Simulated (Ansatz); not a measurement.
NaLaMnMoO6:

```
Na La Mn Mo O
1.0
     5.43212   -0.01130   -0.00034
     2.44365    4.93484   -0.01855
     0.10940    2.68471    5.04562
Na La Mn Mo O
1 1 1 1 6
Direct
  0.69740 0.05972 0.73638
  0.41072 0.51412 0.00994
  0.92147 0.57866 0.41655
  0.21633 0.97870 0.33337
  0.56869 0.61375 0.56391
  0.40995 0.05114 0.05764
  0.31236 0.21070 0.45135
  0.04288 0.86047 0.12140
  0.05836 0.76646 0.60633
  0.86183 0.36628 0.20313
```

The cell was built by a generator and needn't be a form met in nature.

Base run:

```yaml
Program: Ansatz 0.2.0
Functional: PBE
Potentials_or_basis: Ansatz PAW
Cutoff: "420 eV (not typed: the program's choice for these potentials)"
k_mesh: 4 × 5 × 4
Occupations: fermi-dirac, width 0.05 eV
Spin: non-collinear spin, ferromagnetic start, spin-orbit coupling
```

Its results: band gap on the k mesh 0.17 eV, indirect (least direct gap 0.31 eV); pressure 0.0 GPa; net moment 4.99 μB per cell; largest force 0.020 eV/Å.

Q: The run is repeated on the same cell with these changes: functional from PBE to r2SCAN; cutoff from 420 eV (not typed: the program's choice for these potentials) to 500 eV (not typed: the program's choice for these potentials). What comes out?

A: Band gap on the k mesh 0.36 eV, indirect (least direct gap 0.52 eV); pressure -3.0 GPa; net moment 5.00 μB per cell; largest force 0.433 eV/Å.

r2SCAN gives the wider gap, since meta-GGAs in the generalised Kohn-Sham scheme recover part of the derivative discontinuity.

Caveats: a cell with one magnetic atom can't hold antiferromagnetic order, which such compounds often take; the thresholds are loose for stress (some runs); the magnetic or orbital state may not be the lowest (some runs); the PAW data sets come from PBE, with cores solved anew for the run's functional, which leaves a small shift of forces and pressure (some runs).
